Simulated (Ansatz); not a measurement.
Working through a check of forces and pressure against finite differences of ZnCu2 (distorted cell)

With Ansatz 0.2.0, Python API.

Notebook, run cell by cell (the value of a cell's last expression is shown):

**Cell 1**
```python
import warnings

import ansatz as az
import numpy as np
```

**Cell 2**
```python
VECTORS = np.array([
    [2.63206, -0.01937, 0.06198],
    [-1.33281, 2.30971, -0.02129],
    [0.15095, 0.02727, 6.52128],
])
SITES = [
    ("Zn", (0.95531, 0.99798, 0.03022)),
    ("Cu", (0.3674, 0.72768, 0.67901)),
    ("Cu", (0.65823, 0.32599, 0.3368)),
]
```

**Cell 3**
```python
def crystal_on(cell):
    crystal = az.Crystal(lattice=az.Lattice.of(cell))
    for symbol, position in SITES:
        crystal = crystal.atom(symbol, position)
    return crystal
```

**Cell 4**
```python
warnings.simplefilter("ignore", az.DeckWarning)
```

**Cell 5**
```python
def solve(crystal):
    return (
        crystal.calculation()
        .functional("lda")
        .occupations("cold")
        .eigensolver("davidson", full_accuracy=True)
        .basis(540, xc_grid=2)
        .kpoints(9, 8, 3)
        .scf(tolerance=1e-09)
        .forces()
        .stress()
        .run(threads=1)
    ).report


centre = solve(crystal_on(VECTORS))
start = crystal_on(VECTORS)
# move one atom both ways along a Cartesian axis
print(f"force on atom 1 along z: analytic {centre['forces_ev_ang'][1][2]:.4f} eV/A")
for h in (0.005, 0.02):
    shift = np.eye(3)[2] * h @ np.linalg.inv(VECTORS)
    plus, minus = (solve(start.move(1, to=np.array(SITES[1][1]) + sign * shift))["lagrangian_ev"] for sign in (1, -1))
    print(f"  step {h} A: numerical {-(plus - minus) / (2 * h):.4f} eV/A")
# P = -dF/dV; the difference feels the change of the plane-wave count with the cell
volume = abs(np.linalg.det(VECTORS))
larger, smaller = (solve(crystal_on(VECTORS * (1 + sign * 0.005) ** (1 / 3)))["lagrangian_ev"] for sign in (1, -1))
numerical = -(larger - smaller) / (0.01 * volume) * 160.21766
print(f"pressure: analytic {np.trace(centre['stress_gpa']) / 3:.3f}, numerical {numerical:.3f} GPa")
```
Output:
```text
force on atom 1 along z: analytic -0.1342 eV/A
  step 0.005 A: numerical -0.1342 eV/A
  step 0.02 A: numerical -0.1341 eV/A
pressure: analytic -14.000, numerical -13.998 GPa
```

What to keep in mind:
- These settings explore the input space; cutoff and mesh may be short of convergence.
- The mesh is modest for a metal, so energies can be off by several to tens of meV an atom and pressures by half a GPa or more; differences at equal mesh fare better.
- The program warned that this SCF threshold is loose for forces or stresses.
- Pressure is positive in compression.
- The cell is a database structure, distorted on purpose.
- The central difference errs as the square of the step, so the shorter step is the fairer test; what remains comes from the finite grid and the SCF threshold.
- The script silences the warnings on its input, which a real study should read.
- Finished in 2.7 min on 1 thread of Intel(R) Xeon(R) 6975P-C (Granite Rapids), with other jobs on the host, peak memory 0.45 GiB.
